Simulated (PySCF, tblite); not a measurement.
**C6H9NO: a rotation path, then NMR shifts on frames**

How do NMR shifts of C6H9NO (`CN(C)c1ccco1`) change as the atoms move?

Computed with tblite 0.8.0 and PySCF 2.14.0, with density-fitted response routines of our own, on a single molecule in the gas phase. Atoms are numbered from 0 throughout.

## 1. Starting geometry

17 atoms, charge 0, multiplicity 1; geometry from: GFN2-xTB.

Bonds of the start (Å): C0–N1 1.44, N1–C2 1.45, N1–C3 1.38, C3–C4 1.37, C4–C5 1.42, C5–C6 1.35, C6–O7 1.36, O7–C3 1.35, C0–H8 1.09, C0–H9 1.09, C0–H10 1.10, C2–H11 1.09, C2–H12 1.10, C2–H13 1.09, C4–H14 1.07, C5–H15 1.07, C6–H16 1.07.

## 2. The rotation path with GFN2-xTB

Job settings and geometry (Å):

```
{"job": {"kind": "neb", "xc": "GFN2-xTB", "basis": "xTB", "atoms": [7, 3, 1, 2], "turn": 180}, "charge": 0, "multiplicity": 1}
C     -1.636021    -1.179111     0.005004
N     -0.978114    -0.014742     0.550531
C     -1.684500     1.231724     0.351381
C      0.396919     0.018996     0.441115
C      1.311695    -0.975853     0.218176
C      2.585773    -0.358575     0.315854
C      2.360382     0.949455     0.584886
O      1.024550     1.192541     0.660890
H     -1.179225    -2.076969     0.415474
H     -2.683430    -1.154603     0.302713
H     -1.581094    -1.222254    -1.090801
H     -1.153691     2.028613     0.865849
H     -1.776027     1.494015    -0.710744
H     -2.683175     1.138264     0.777382
H      1.119839    -2.008174     0.014825
H      3.537138    -0.836021     0.196642
H      3.011983     1.784723     0.740374
```

With the program's defaults for keys left out, this is: GFN2-xTB climbing-image nudged elastic band, gas phase.

The run is started by

```
$ OMP_NUM_THREADS=1 python probes_run.py task.json out
```

This one command runs all jobs of the session in turn.

The log of the run:

```text
image   E - E0 / eV
  0       0.0000
  1       0.0309
  2       0.1210
  3       0.2148
  4       0.2463
  5       0.1988
  6       0.1058
  7       0.0321
  8       0.0016
```

Wall time 2.2 s (1 thread of Intel Xeon Platinum 8488C, shared host); peak memory 0.18 GiB.

The final band, with the dihedral O7–C3–N1–C2:

```
image  dihedral (°)  energy (eV)  energy (kcal/mol)
    0            24        0.000                0.0
    1            47        0.031                0.7
    2            71        0.121                2.8
    3            94        0.215                5.0
    4           116        0.246                5.7
    5           138        0.199                4.6
    6           159        0.106                2.4
    7           180        0.032                0.7
    8           200        0.002                0.0
```

## 3. NMR shieldings: image 0, PBE0/pcSseg-1

Job settings and geometry (Å):

```
{"job": {"kind": "nmr", "xc": "PBE0", "basis": "pcSseg-1", "pop": false}, "charge": 0, "multiplicity": 1}
C     -1.636000    -1.179100     0.005000
N     -0.978100    -0.014700     0.550500
C     -1.684500     1.231700     0.351400
C      0.396900     0.019000     0.441100
C      1.311700    -0.975900     0.218200
C      2.585800    -0.358600     0.315900
C      2.360400     0.949500     0.584900
O      1.024600     1.192500     0.660900
H     -1.179200    -2.077000     0.415500
H     -2.683400    -1.154600     0.302700
H     -1.581100    -1.222300    -1.090800
H     -1.153700     2.028600     0.865800
H     -1.776000     1.494000    -0.710700
H     -2.683200     1.138300     0.777400
H      1.119800    -2.008200     0.014800
H      3.537100    -0.836000     0.196600
H      3.012000     1.784700     0.740400
```

Level: GIAO PBE0/pcSseg-1 NMR shielding, non-relativistic, gas phase.

The log of the run:

```text
coarse grid: 14248 points
cycle   1  E = -363.4115573025  dE =  1.457e+00  |g| = 5.157e-01  |ddm| = 3.749e+00
cycle   2  E = -363.3839415228  dE =  2.762e-02  |g| = 6.501e-01  |ddm| = 8.848e-01
cycle   3  E = -363.4700589269  dE = -8.612e-02  |g| = 9.460e-02  |ddm| = 4.842e-01
cycle   4  E = -363.4717605130  dE = -1.702e-03  |g| = 4.104e-02  |ddm| = 1.213e-01
cycle   5  E = -363.4721287524  dE = -3.682e-04  |g| = 1.087e-02  |ddm| = 4.255e-02
cycle   6  E = -363.4721519830  dE = -2.323e-05  |g| = 3.692e-03  |ddm| = 1.071e-02
cycle   7  E = -363.4721549222  dE = -2.939e-06  |g| = 6.075e-04  |ddm| = 2.936e-03
final grid: 137800 points
cycle   8  E = -363.5288435863  dE = -3.642e-05  |g| = 1.146e-02  |ddm| = 3.705e-02
cycle   9  E = -363.5288147236  dE =  2.886e-05  |g| = 1.709e-02  |ddm| = 1.866e-02
cycle  10  E = -363.5288692377  dE = -5.451e-05  |g| = 2.423e-03  |ddm| = 1.131e-02
cycle  11  E = -363.5288705453  dE = -1.308e-06  |g| = 2.975e-04  |ddm| = 2.141e-03
cycle  12  E = -363.5288705589  dE = -1.366e-08  |g| = 1.785e-04  |ddm| = 3.880e-04
cycle  13  E = -363.5288705669  dE = -7.956e-09  |g| = 2.331e-05  |ddm| = 1.718e-04
cycle  14  E = -363.5288705670  dE = -8.504e-11  |g| = 1.248e-05  |ddm| = 3.073e-05
converged SCF energy = -363.5288705670

GIAO shielding tensors (ppm)
atom      isotropic    diamagn.    paramagn.     s11        s22        s33       span
  0 C      146.584     247.243    -100.659    123.241    131.083    185.430     62.189
  1 N      197.597     328.364    -130.767    144.630    187.835    260.326    115.696
  2 C      147.594     246.520     -98.926    125.860    132.299    184.624     58.764
  3 C       22.002     252.892    -230.890    -44.633     28.929     81.711    126.344
  4 C       99.521     254.455    -154.934     40.229     92.588    165.745    125.516
  5 C       67.934     256.995    -189.061    -22.404     67.007    159.198    181.602
  6 C       50.224     249.917    -199.694    -22.370     67.525    105.516    127.886
  7 O       62.963     399.322    -336.359    -54.514     10.417    232.986    287.500
  8 H       28.634      30.994      -2.359     23.870     27.205     34.829     10.959
  9 H       29.137      29.942      -0.805     24.414     27.447     35.551     11.137
 10 H       29.208      30.969      -1.761     25.857     26.430     35.337      9.480
 11 H       27.787      30.327      -2.540     21.929     27.828     33.604     11.676
 12 H       29.235      30.430      -1.194     25.666     26.213     35.828     10.162
 13 H       29.216      29.660      -0.443     24.736     27.162     35.750     11.014
 14 H       26.456      33.985      -7.529     22.466     27.214     29.689      7.223
 15 H       25.194      30.923      -5.730     23.521     25.521     26.538      3.017
 16 H       24.691      29.662      -4.972     21.677     25.351     27.044      5.367
```

Run time: 24 s. Hardware: 1 thread of Intel Xeon Platinum 8488C, shared host; peak memory 0.82 GiB.

The references, computed at this level on geometries of the same kind, shield at (ppm): 1H TMS 31.72, 13C TMS 186.9, 15N NH3 267.7, 17O H2O 336.1. Their shielding less the atom's gives the shift. The references are single molecules in the gas phase, so shifts against H2O, NH3, PH3, H3PO4 or CFCl3 are not on the usual liquid scales and can be off by tens of ppm. Each atom is listed at this fixed geometry, with no averaging over motion; a spectrum would average atoms that exchange fast.

```
atoms                                         environment  σ (ppm)  δ (ppm)
   C3                    aromatic carbon bearing nitrogen     22.0    164.9
   C6                 aromatic CH next to the ring oxygen     50.2    136.7
   C5                                         aromatic CH     67.9    119.0
   C4                                         aromatic CH     99.5     87.4
   C0                           methyl carbon bonded to N    146.6     40.3
   C2                           methyl carbon bonded to N    147.6     39.3
  H16  hydrogen on an aromatic CH next to the ring oxygen    24.69     7.03
  H15                          hydrogen on an aromatic CH    25.19     6.52
  H14                          hydrogen on an aromatic CH    26.46     5.26
  H11             hydrogen on a methyl carbon bonded to N    27.79     3.93
   H8             hydrogen on a methyl carbon bonded to N    28.63     3.08
   H9             hydrogen on a methyl carbon bonded to N    29.14     2.58
  H10             hydrogen on a methyl carbon bonded to N    29.21     2.51
  H13             hydrogen on a methyl carbon bonded to N    29.22     2.50
  H12             hydrogen on a methyl carbon bonded to N    29.24     2.48
   N1                               aniline-type nitrogen    197.6     70.1
   O7                                aromatic ring oxygen     63.0    273.1
```

Ring of atoms C3, C4, C5, C6, O7: NICS(0) -11.4, NICS(1) -9.0, NICS(1)zz -22.3 ppm (means of both faces).

## 4. Shielding tensors: image 2, PBE0/pcSseg-1

Job settings and geometry (Å):

```
{"job": {"kind": "nmr", "xc": "PBE0", "basis": "pcSseg-1", "pop": false}, "charge": 0, "multiplicity": 1}
C     -1.614700    -1.206800     0.358000
N     -0.989900     0.072500     0.607500
C     -1.692100     1.211300     0.047700
C      0.392800     0.083000     0.465400
C      1.260500    -0.720000    -0.221100
C      2.561600    -0.274600     0.125900
C      2.389900     0.756000     0.991600
O      1.076300     0.987100     1.202500
H     -1.130500    -1.954800     0.983800
H     -2.663800    -1.140000     0.642100
H     -1.557300    -1.530100    -0.689200
H     -1.172700     2.122300     0.335600
H     -1.751900     1.166400    -1.049000
H     -2.704000     1.238300     0.453400
H      1.012200    -1.507600    -0.902500
H      3.491100    -0.672200    -0.226000
H      3.085500     1.381200     1.513900
```

Method: GIAO PBE0/pcSseg-1 NMR shielding, non-relativistic, gas phase.

The log of the run:

```text
coarse grid: 14248 points
cycle   1  E = -363.4120203885  dE =  1.437e+00  |g| = 5.048e-01  |ddm| = 3.735e+00
cycle   2  E = -363.3920419083  dE =  1.998e-02  |g| = 6.194e-01  |ddm| = 8.520e-01
cycle   3  E = -363.4680346854  dE = -7.599e-02  |g| = 8.403e-02  |ddm| = 4.441e-01
cycle   4  E = -363.4692734940  dE = -1.239e-03  |g| = 3.661e-02  |ddm| = 1.015e-01
cycle   5  E = -363.4695617200  dE = -2.882e-04  |g| = 1.021e-02  |ddm| = 4.075e-02
cycle   6  E = -363.4695828106  dE = -2.109e-05  |g| = 3.980e-03  |ddm| = 1.159e-02
cycle   7  E = -363.4695864345  dE = -3.624e-06  |g| = 7.212e-04  |ddm| = 3.431e-03
final grid: 137800 points
cycle   8  E = -363.5265559744  dE = -3.401e-05  |g| = 1.165e-02  |ddm| = 3.383e-02
cycle   9  E = -363.5265243718  dE =  3.160e-05  |g| = 1.765e-02  |ddm| = 2.056e-02
cycle  10  E = -363.5265827019  dE = -5.833e-05  |g| = 2.424e-03  |ddm| = 1.252e-02
cycle  11  E = -363.5265840140  dE = -1.312e-06  |g| = 3.223e-04  |ddm| = 2.181e-03
cycle  12  E = -363.5265840322  dE = -1.823e-08  |g| = 1.770e-04  |ddm| = 4.287e-04
cycle  13  E = -363.5265840398  dE = -7.595e-09  |g| = 2.658e-05  |ddm| = 1.599e-04
cycle  14  E = -363.5265840399  dE = -9.697e-11  |g| = 1.554e-05  |ddm| = 3.630e-05
converged SCF energy = -363.5265840399

GIAO shielding tensors (ppm)
atom      isotropic    diamagn.    paramagn.     s11        s22        s33       span
  0 C      143.885     246.760    -102.875    120.077    126.430    185.149     65.072
  1 N      212.366     328.258    -115.892    155.864    219.096    262.140    106.276
  2 C      142.143     246.534    -104.391    118.150    123.927    184.354     66.204
  3 C       19.681     251.381    -231.701    -46.593     29.196     76.439    123.033
  4 C       88.961     255.327    -166.366     17.549     76.525    172.811    155.262
  5 C       69.603     256.923    -187.320    -19.240     67.375    160.674    179.913
  6 C       46.985     250.931    -203.947    -30.660     59.941    111.672    142.332
  7 O       38.885     397.869    -358.984   -103.105    -10.931    230.690    333.796
  8 H       28.914      30.391      -1.478     25.222     26.292     35.227     10.005
  9 H       29.085      29.691      -0.606     24.390     27.194     35.670     11.280
 10 H       28.982      31.205      -2.223     24.644     27.491     34.811     10.167
 11 H       28.400      30.381      -1.981     23.075     27.871     34.255     11.180
 12 H       29.345      30.570      -1.225     25.508     27.064     35.461      9.953
 13 H       29.035      29.600      -0.565     25.241     26.122     35.743     10.502
 14 H       25.984      34.390      -8.406     22.563     26.059     29.330      6.767
 15 H       25.227      30.954      -5.727     23.423     25.681     26.577      3.154
 16 H       24.578      29.360      -4.782     21.504     25.362     26.866      5.362
```

It took 24 s on 1 thread of Intel Xeon Platinum 8488C, shared host; peak memory 0.83 GiB.

In short: δ C3 167.2, C6 139.9, C5 117.3, C4 98.0, H16 7.14, H15 6.49 ppm.

(Part 1 of 2 ends here.)
